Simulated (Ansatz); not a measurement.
CsNiN:

```
Cs Ni N
1.0
     5.53697    0.00000    0.00000
    -2.76848    4.79515    0.00000
     0.00000    0.00000    3.44666
Cs Ni N
1 1 1
Direct
  0.66667 0.33333 0.50000
  0.33333 0.66667 0.00000
  0.33333 0.66667 0.50000
```

The cell comes from a database or a generator and needn't be the stable form of this composition.

Base run:

| Item | Value |
| --- | --- |
| Program | Ansatz 0.2.0 |
| Functional | PBE |
| Potentials or basis | Ansatz PAW |
| Cutoff | 420 eV (not typed: the program's choice for these potentials) |
| k mesh | 6 × 6 × 8 |
| Occupations | fermi-dirac, width 0.05 eV |
| Spin | no spin polarisation |

Its results: band gap on the k mesh none (metal or under the smearing width); pressure 0.0 GPa.

Question: The run is repeated on the same cell with these changes: spin from no spin polarisation to collinear spin, random start. What comes out?

Answer: Band gap on the k mesh none (metal or under the smearing width); pressure 0.1 GPa; net moment -0.40 μB per cell; site moments Cs -0.01; Ni -0.21; N -0.09 μB.

Caveats: a cell with one magnetic atom can't hold antiferromagnetic order, which such compounds often take (some runs).
